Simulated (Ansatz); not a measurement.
# Ir3Rh2: the cost of one run

Method: DFT PBE, scalar-relativistic, plane waves, PAW, in Ansatz 0.2.0.

### Step 1. The system as given

Symmetry: P6_3/mmc, No. 194, hexagonal system. The conventional cell has a = 2.740 Å, b = 2.740 Å, c = 22.116 Å, α = 90.00°, β = 90.00°, γ = 120.00°. Around Ir (site symmetry -6m2) lie 12 Ir at 2.73 to 2.74 Å. Ir (site symmetry 3m) has 3 Rh at 2.71 Å and 9 Ir at 2.73 to 2.74 Å in its first shell of neighbours. Rh (site symmetry 3m) is surrounded by 3 Ir at 2.71 Å and 9 Rh at 2.72 to 2.74 Å.

Coordinates:

```
Ir Rh
1.0
     2.73997    0.00000    0.00000
    -1.36998    2.37288    0.00000
     0.00000    0.00000   22.11645
Ir Rh
6 4
Direct
  0.33333 0.66667 0.75000
  0.33333 0.66667 0.14955
  0.33333 0.66667 0.35045
  0.66667 0.33333 0.85045
  0.66667 0.33333 0.25000
  0.66667 0.33333 0.64955
  0.33333 0.66667 0.94997
  0.33333 0.66667 0.55003
  0.66667 0.33333 0.05003
  0.66667 0.33333 0.44997
```

It is the end of an earlier relaxation with the same method, from a generated guess; it is a trial structure. At a tolerance of 0.05 Å it has space group P6_3/mmc (No. 194); it has 14.38 Å³/atom, an uncorrected energy of +0.05 eV/atom over the elements.

### Step 2. Electronic structure at the relaxed geometry

input.yaml

```yaml
crystal:
  lattice:
    - [2.7399670918, 2.89e-08, 0.0]
    - [-1.3699835709, 2.3728810926, 0.0]
    - [0.0, 0.0, 22.1164521]
  atoms:
    - { symbol: Ir, position: [0.3333333333, 0.6666666667, 0.75] }
    - { symbol: Ir, position: [0.3333333333, 0.6666666667, 0.149555] }
    - { symbol: Ir, position: [0.3333333333, 0.6666666667, 0.350445] }
    - { symbol: Ir, position: [0.6666666667, 0.3333333333, 0.850445] }
    - { symbol: Ir, position: [0.6666666667, 0.3333333333, 0.25] }
    - { symbol: Ir, position: [0.6666666667, 0.3333333333, 0.649555] }
    - { symbol: Rh, position: [0.3333333333, 0.6666666667, 0.949967] }
    - { symbol: Rh, position: [0.3333333333, 0.6666666667, 0.550033] }
    - { symbol: Rh, position: [0.6666666667, 0.3333333333, 0.050033] }
    - { symbol: Rh, position: [0.6666666667, 0.3333333333, 0.449967] }
basis:
  ecutwfc: 420
kpoints:
  mp_grid: { grid: [18, 18, 2] }
  band_path:
    path:
      - [[0.0, 0.0, 0.0], [0.5, 0.0, 0.0], [0.33333333, 0.33333333, 0.0], [0.0, 0.0, 0.0], [0.0, 0.0, 0.5], [0.5, 0.0, 0.5], [0.33333333, 0.33333333, 0.5], [0.0, 0.0, 0.5]]
      - [[0.5, 0.0, 0.5], [0.5, 0.0, 0.0]]
      - [[0.33333333, 0.33333333, 0.5], [0.33333333, 0.33333333, 0.0]]
    npoints: 14
hamiltonian:
  xc: pbe
scf:
  occupations: { method: gaussian, width: 0.1 }
  n_extra_bands: 25
output:
  forces: true
  stress: true
  eigenvalues: true
  populations: true
  dos: { projected: true, de: 0.02, nscf_kmesh: { grid: [22, 22, 3] } }
  bader: true
```

The run is started by

```sh
ansatz run input.yaml --threads 4 --pin off --max-ram 8192MiB --backend cpu --events-out ev --progress --plain --runs-dir out
```

Q: Estimate wall time and peak memory on 4 threads of Arm Neoverse V2, shared host.

About 59 s, with a peak of 1.6 GiB.
